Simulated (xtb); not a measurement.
# GFN2-xTB run of C3H6OSi (SMILES COC#C[SiH3])

Aim: an optimisation with harmonic vibrations of C3H6OSi. 

The results are computed with xtb 6.7.1.

12 further runs of the same task are left out: 12 set aside as unsound or not needed.

### 1 The molecule

C3H6OSi: 11 atoms, total charge 0, spin state singlet. As SMILES, `COC#C[SiH3]`. Geometry: relaxed at PBE0-D4/def2-TZVP. The run starts from this shape.

Bond lengths: C1–O2 1.436 Å, O2–C3 1.285 Å, C3–C4 1.211 Å, C4–Si5 1.806 Å, C1–H6 1.091 Å, C1–H7 1.087 Å, C1–H8 1.091 Å, Si5–H9 1.486 Å, Si5–H10 1.486 Å, Si5–H11 1.486 Å. Some angles: C1–O2–C3 115.1°, O2–C3–C4 178.6°, C3–C4–Si5 179.6°, O2–C1–H6 109.9°, O2–C1–H7 105.9°, O2–C1–H8 109.9°, C4–Si5–H9 109.5°, C4–Si5–H10 110.6°, C4–Si5–H11 110.6°, H6–C1–H7 110.5°.

### 2 An optimisation with harmonic vibrations at GFN2-xTB

.CHRG reads:

```
0
```

.UHF reads:

```
0
```

struc.xyz reads:

```xyz
11

C      0.15670    -1.86710     1.68680
O      1.00410    -1.44980     0.60530
C      0.58510    -0.42820    -0.05170
C      0.21490     0.53250    -0.68840
Si    -0.32570     1.96640    -1.64460
H      0.06000    -1.05980     2.41460
H      0.64750    -2.72730     2.13570
H     -0.82550    -2.14600     1.30160
H     -1.60840     2.47450    -1.09320
H      0.68720     3.05100    -1.57630
H     -0.53060     1.59700    -3.06890
```

Run with:

```
$ xtb struc.xyz --ohess vtight --gfn 2 | tee run.log
```

**Question.** What will come out? Wanted: total energy at the end; dipole moment; HOMO energy; LUMO energy; HOMO–LUMO gap; dispersion energy; mean polarisability; lowest harmonic wavenumber; highest harmonic wavenumber.

Computed results:

At GFN2-xTB:

| quantity | value |
| --- | --- |
| total energy at the end | -15.20236 Eh |
| dipole moment | 1.75 D |
| HOMO energy | -10.30 eV |
| LUMO energy | -5.47 eV |
| HOMO–LUMO gap | 4.83 eV |
| dispersion energy | -14.98 kJ/mol |
| mean polarisability (D4 model) | 68.2 bohr³ |
| lowest harmonic wavenumber | 15 cm⁻¹ |
| highest harmonic wavenumber | 3032 cm⁻¹ |
| zero-point energy | 192.8 kJ/mol |

At the final geometry: Bond lengths: C1–O2 1.416 Å, O2–C3 1.302 Å, C3–C4 1.206 Å, C4–Si5 1.838 Å, C1–H6 1.094 Å, C1–H7 1.089 Å, C1–H8 1.094 Å, Si5–H9 1.467 Å, Si5–H10 1.466 Å, Si5–H11 1.466 Å. Some angles: C1–O2–C3 115.8°, O2–C3–C4 179.7°, C3–C4–Si5 177.4°, O2–C1–H6 111.1°, O2–C1–H7 106.1°, O2–C1–H8 111.1°, C4–Si5–H9 107.5°, C4–Si5–H10 109.3°, C4–Si5–H11 109.3°, H6–C1–H7 109.7°. All 27 modes are real, though the softest (15 cm⁻¹) is within numerical noise.
